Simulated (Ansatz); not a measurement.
This script for the Python package of Ansatz (0.2.0) starts 8 runs on FH2ISeSn, SMILES [F][SnH]([SeH])[I]. What input does the engine get in each?

The script, `scan_fh2isesn.py`:
```python
import ansatz as az
import numpy as np

GEOMETRY = """
F     0.93160   -1.65030   -1.00360
Sn   -0.12150   -0.02430   -0.50260
Se   -0.19350    0.16970    2.02830
I    -2.60000   -0.20270   -1.44740
H     0.65190    1.39180   -1.19630
H     1.37350    0.25180    2.07530
"""

geometry = az.Crystal.molecule()
for line in GEOMETRY.strip().splitlines():
    symbol, *xyz = line.split()
    geometry = geometry.atom(symbol, [float(v) for v in xyz])

symbols = [site.symbol for site in geometry.cartesian_sites]
start = np.array([site.position_ang for site in geometry.cartesian_sites])
axis = (start[5] - start[2]) / np.linalg.norm(start[5] - start[2])
moving = [5]
lengths, energies = [1.381, 1.444, 1.507, 1.57, 1.633, 1.695, 1.758, 1.852], []
for length in lengths:
    xyz = start.copy()
    xyz[moving] += (length - np.linalg.norm(start[5] - start[2])) * axis
    point = az.Crystal.molecule()
    for symbol, place in zip(symbols, xyz):
        point = point.atom(symbol, place.tolist())
    model = point.calculation()
    model = model.basis(gaussian="def2-SVP")
    model = model.functional("r2scan0")
    data = model.run(threads=1).report
    energies.append(data["free_energy_ev"])
    print(f"r = {length:6.3f} A  E = {energies[-1]:.5f} eV  <S^2> = {abs(data['mean_field']['state']['spin_squared']):.3f}")

fit = np.polynomial.Polynomial.fit(lengths, np.array(energies) - min(energies), 4).convert()
roots = [r.real for r in fit.deriv().roots() if abs(r.imag) < 1e-9 and fit.deriv(2)(r.real) > 0]
r_e = min(roots, key=lambda r: abs(r - lengths[int(np.argmin(energies))]))
print(f"minimum of the fit at {r_e:.4f} A, force constant {fit.deriv(2)(r_e):.2f} eV/A^2")
```

Run 1:
```yaml
crystal:
  periodic: [false, false, false]
  atoms:
    - { symbol: F, position_ang: [0.9316, -1.6503, -1.0036] }
    - { symbol: Sn, position_ang: [-0.1215, -0.0243, -0.5026] }
    - { symbol: Se, position_ang: [-0.1935, 0.1697, 2.0283] }
    - { symbol: I, position_ang: [-2.6, -0.2027, -1.4474] }
    - { symbol: H, position_ang: [0.6519, 1.3918, -1.1963] }
    - { symbol: H, position_ang: [1.1849902241661827, 0.24192338698407378, 2.069645909722917] }
basis:
  gaussian:
    orbitals: def2-SVP
hamiltonian:
  xc: r2scan0
```

Run 2, against run 1:
```diff
-    - { symbol: H, position_ang: [1.1849902241661827, 0.24192338698407378, 2.069645909722917] }
+    - { symbol: H, position_ang: [1.2478757304098247, 0.24521815409486064, 2.071532073598763] }
```

Run 3, against run 1:
```diff
-    - { symbol: H, position_ang: [1.1849902241661827, 0.24192338698407378, 2.069645909722917] }
+    - { symbol: H, position_ang: [1.3107612366534664, 0.2485129212056475, 2.0734182374746095] }
```

Run 4, against run 1:
```diff
-    - { symbol: H, position_ang: [1.1849902241661827, 0.24192338698407378, 2.069645909722917] }
+    - { symbol: H, position_ang: [1.3736467428971086, 0.25180768831643435, 2.0753044013504556] }
```

Run 5, against run 1:
```diff
-    - { symbol: H, position_ang: [1.1849902241661827, 0.24192338698407378, 2.069645909722917] }
+    - { symbol: H, position_ang: [1.4365322491407506, 0.2551024554272212, 2.077190565226302] }
```

Run 6, against run 1:
```diff
-    - { symbol: H, position_ang: [1.1849902241661827, 0.24192338698407378, 2.069645909722917] }
+    - { symbol: H, position_ang: [1.4984195727456047, 0.2583449246473607, 2.079046789993008] }
```

Run 7, against run 1:
```diff
-    - { symbol: H, position_ang: [1.1849902241661827, 0.24192338698407378, 2.069645909722917] }
+    - { symbol: H, position_ang: [1.5613050789892464, 0.26163969175814755, 2.080932953868854] }
```

Run 8, against run 1:
```diff
-    - { symbol: H, position_ang: [1.1849902241661827, 0.24192338698407378, 2.069645909722917] }
+    - { symbol: H, position_ang: [1.6551342470353154, 0.2665556934790041, 2.0837472301280533] }
```

```console
$ python scan_fh2isesn.py
r =  1.381 A  E = -82025.48958 eV  <S^2> = 0.000
r =  1.444 A  E = -82025.57785 eV  <S^2> = 0.000
r =  1.507 A  E = -82025.56575 eV  <S^2> = 0.000
r =  1.570 A  E = -82025.47972 eV  <S^2> = 0.000
r =  1.633 A  E = -82025.33999 eV  <S^2> = 0.000
r =  1.695 A  E = -82025.16513 eV  <S^2> = 0.000
r =  1.758 A  E = -82024.96125 eV  <S^2> = 0.000
r =  1.852 A  E = -82024.62696 eV  <S^2> = 0.000
minimum of the fit at 1.4666 A, force constant 22.57 eV/A^2
```

Notes:
- Total energies depend on the basis set; only differences at equal settings carry meaning.
- The rest of the molecule is held rigid at a force-field or estimated start geometry, and the basis set is modest; single-reference methods fail as a bond breaks.
- def2 sets replace the cores of elements past krypton by effective core potentials.
- The orbitals are restricted, so S² is zero by construction.
- The whole script took 84 s on 1 thread of Arm Neoverse V1, with other jobs on the host, peak memory 0.38 GiB.

(Lines on the test bed's own set-up are left out of the output.)
